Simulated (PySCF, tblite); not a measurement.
**C6H4BBrO2: geometry, infrared bands and NMR shifts**

Aim: predict the infrared bands and NMR shifts of C6H4BBrO2 (`Brc1ccc2c(c1)OBO2`).

Programs: tblite 0.8.0 and PySCF 2.14.0, with density-fitted response routines of our own. Each step states its level of theory. These are calculated values for one molecule in the gas phase, unless marked as measured. Atoms are numbered from 0 throughout.

## Step 1: The starting structure

14 atoms, charge 0, multiplicity 1; geometry from: force field or distance geometry start.

Bonds of the start (Å): Br0–C1 1.92, C1–C2 1.41, C2–C3 1.42, C3–C4 1.39, C4–C5 1.38, C5–C6 1.40, C5–O7 1.37, O7–B8 1.48, B8–O9 1.48, C6–C1 1.40, O9–C4 1.39, C2–H10 1.07, C3–H11 1.08, C6–H12 1.08, B8–H13 1.18.

## Step 2: Optimising the geometry with GFN2-xTB

The job: settings as JSON, then the geometry in Å.

```
{"job": {"kind": "relax", "xc": "GFN2-xTB", "basis": "xTB"}, "charge": 0, "multiplicity": 1}
Br     3.572700    -1.142600    -0.607500
C      1.819300    -0.437700    -0.253000
C      1.696200     0.818500     0.371700
C      0.410900     1.353200     0.632100
C     -0.704200     0.584000     0.299100
C     -0.575000    -0.652600    -0.309700
C      0.685100    -1.188100    -0.590400
O     -1.792300    -1.234600    -0.566900
B     -2.764100    -0.235200    -0.069300
O     -2.036500     0.933500     0.485000
H      2.563900     1.393300     0.629200
H      0.293900     2.311100     1.111100
H      0.769600    -2.160700    -1.046000
H     -3.940200    -0.342400    -0.107600
```

Launch:

```console
$ OMP_NUM_THREADS=1 python probes_run.py task.json out
```

The driver reads the jobs from task.json and runs them one after another.

**Question.** This job is followed by: GFN2-xTB harmonic vibrations, gas phase; GIAO PBE0/pcSseg-1 NMR shielding, non-relativistic, gas phase. What will the session give for the following? strongest single infrared mode (GFN2-xTB); zero-point energy (GFN2-xTB); 13C shifts against TMS (PBE0/pcSseg-1); 1H shifts against TMS (PBE0/pcSseg-1); 79Br shifts against HBr (PBE0/pcSseg-1); 17O shifts against H2O (PBE0/pcSseg-1); 11B shifts against BF3·OEt2 (PBE0/pcSseg-1); surface potential, 1st and 99th percentile.

**Answer**, as computed:

```
                                   quantity                                         value
  strongest single infrared mode (GFN2-xTB)                         1429 cm⁻¹, 185 km/mol
               zero-point energy (GFN2-xTB)                                 55.9 kcal/mol
     13C shifts against TMS (PBE0/pcSseg-1)  156.0, 154.8, 137.0, 131.6, 122.1, 118.1 ppm
      1H shifts against TMS (PBE0/pcSseg-1)                    7.77, 7.62, 7.53, 4.78 ppm
    79Br shifts against HBr (PBE0/pcSseg-1)                                       626 ppm
     17O shifts against H2O (PBE0/pcSseg-1)                              225.9, 224.7 ppm
11B shifts against BF3·OEt2 (PBE0/pcSseg-1)                                      26.5 ppm
      surface potential, 1st and 99th percentile                            -0.77 V and 1.26 V
```

**Reading.** The optimisation took 15 steps and gained 0.484 eV; among the close pairs (by a distance rule), B8–O9 changed most, from 1.484 to 1.373 Å. All 36 modes are real, so the xTB geometry is a minimum. The strongest single mode, at 1429 cm⁻¹, has its largest shares on C5, C4, C3 and C6 (the list is cut at 4 atoms). Unscaled tight-binding wavenumbers are off by several per cent, some by more. Its intensities can rank the bands wrongly. C1 stands next to heavy halogen, whose spin-orbit shielding this run leaves out, so the computed shift lies too far downfield, most of all for carbon beside Br or I. At PBE0/pcSseg-1: The widest tensor belongs to Br0: span 1445 ppm, with a paramagnetic part of -1125 ppm. NICS(1)zz of -27 ppm above the planar ring from C1 marks a diatropic (aromatic) ring current. At PBE0/pcSseg-1, counted by nearest atom on the grid, the HOMO lies on Br0 25 %; C1, C4 about 17 % each, the LUMO on C3, C6 about 21 % each; B8 9 %. Spin-orbit coupling is left out, which matters for shieldings and couplings at and beside the heavy atoms.
